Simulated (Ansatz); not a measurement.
**C₂H₈BGeN: up Jacob's ladder to CCSD(T)**

Aim: compute C₂H₈BGeN with functionals from several rungs and with coupled cluster. The yardstick is the atomisation energy at the CCSD(T) limit.

Method: functionals in def2-TZVPP, the program's frozen cores in correlated methods; program: Ansatz 0.2.0, Gaussian basis.

Levels to be run: PBE-D4, r2SCAN-D4, PBE0-D4, B3LYP-D4, ωB97X-V, ωB97M-V, B2PLYP; CCSD(T)/def2-TZVPP; MP2/def2-QZVPP; extrapolation to the limit.

**1. The relaxed structure**

An earlier PBE0-D4 in a triple-zeta def2 set relaxation fixed the geometry.

SMILES `[BH2][GeH2][C](C)=N`, 13 atoms, charge 0, spin multiplicity 1.

Atoms are counted from 1 here; the program's logs count them from 0.

Bond lengths: B1–Ge2 2.052 Å, B1–H6 1.194 Å, B1–H7 1.196 Å, Ge2–C3 1.999 Å, Ge2–H8 1.544 Å, Ge2–H9 1.541 Å, C3–C4 1.496 Å, C3–N5 1.265 Å, C4–H10 1.094 Å, C4–H11 1.094 Å, C4–H12 1.091 Å, N5–H13 1.020 Å. Angles: Ge2–B1–H6 122.4°, Ge2–B1–H7 119.1°, H6–B1–H7 118.4°, B1–Ge2–C3 109.4°, B1–Ge2–H8 110.0°, B1–Ge2–H9 115.4°, C3–Ge2–H8 107.5°, C3–Ge2–H9 105.6°, H8–Ge2–H9 108.6°, Ge2–C3–C4 117.1°, Ge2–C3–N5 123.1°, C4–C3–N5 119.8°, C3–C4–H10 110.6°, C3–C4–H11 110.4°, C3–C4–H12 110.1°, H10–C4–H11 106.7°, H10–C4–H12 109.5°, H11–C4–H12 109.5° and more.

**2. PBE-D4 (GGA)**

File in.yaml:

```yaml
crystal:
  periodic: [false, false, false]
  atoms:
    - {symbol: B, position_ang: [-2.043592, 1.013159, -0.326002]}
    - {symbol: Ge, position_ang: [-0.796122, 0.057453, 0.993725]}
    - {symbol: C, position_ang: [1.023379, -0.109949, 0.183038]}
    - {symbol: C, position_ang: [1.147510, -0.950842, -1.047468]}
    - {symbol: N, position_ang: [2.046395, 0.462228, 0.658711]}
    - {symbol: H, position_ang: [-2.538045, 2.072882, -0.086657]}
    - {symbol: H, position_ang: [-2.255447, 0.514559, -1.391780]}
    - {symbol: H, position_ang: [-1.314565, -1.369777, 1.271722]}
    - {symbol: H, position_ang: [-0.585103, 0.775581, 2.341212]}
    - {symbol: H, position_ang: [0.493540, -0.572306, -1.839105]}
    - {symbol: H, position_ang: [0.828997, -1.977120, -0.841037]}
    - {symbol: H, position_ang: [2.180618, -0.953687, -1.398068]}
    - {symbol: H, position_ang: [1.833037, 1.003121, 1.496609]}
basis:
  gaussian: {orbitals: def2-TZVPP}
hamiltonian: {xc: pbe, dispersion: d4}
output: {forces: true, orbitals: {seedname: orbitals}}
```

Started as:

```bash
$ ansatz run in.yaml --threads 2 --pin off --events-out ev --progress --plain --max-ram 32768MiB --backend cuda --devices 0, --max-vram 18GiB
```

Further steps of the session: r2SCAN-D4 (meta-GGA); PBE0-D4 (hybrid); B3LYP-D4 (hybrid); ωB97X-V (range-separated); ωB97M-V (range-separated); B2PLYP (double hybrid); CCSD(T) in def2-TZVPP; MP2 in def2-QZVPP.

Q: Predict the results of all the runs planned. Wanted: atomisation energy, CCSD(T)/CBS; farthest; mean size of error, hybrid; mean size of error, range-separated; gap, smallest and largest; T1 diagnostic; triples share of the correlation energy.

**Answer**, as computed:

| quantity | value |
| --- | --- |
| atomisation energy, CCSD(T)/CBS | 4537.3 kJ/mol |
| functionals within 45.4 kJ/mol (1.0 %) | r2SCAN-D4, PBE0-D4, B3LYP-D4, ωB97X-V, ωB97M-V, B2PLYP |
| farthest | PBE-D4 (+93.6 kJ/mol) |
| mean size of error, hybrid | 18.4 kJ/mol |
| mean size of error, range-separated | 15.2 kJ/mol |
| gap, smallest and largest | 2.29 eV (PBE-D4), 8.80 eV (ωB97X-V) |
| T1 diagnostic | 0.0136 |
| triples share of the correlation energy | 4.0 % |

PBE-D4 misses by +93.6 kJ/mol. Double hybrids carry the basis error of their MP2 part in triple zeta, and no dispersion term here, so their miss is partly the set-up's. Misses under about 45.4 kJ/mol are within the doubt on the reference itself, which lacks core-valence correlation, relativity and higher excitations, and its outer-core shells are covered unevenly. Hartree-Fock recovers 73 % of the binding; the rest is correlation. The gap grows from 2.3 to 8.8 eV across the functionals, mostly with the share of exact exchange. Correlated methods include outer-core shells of Ge, which these sets cover unevenly.
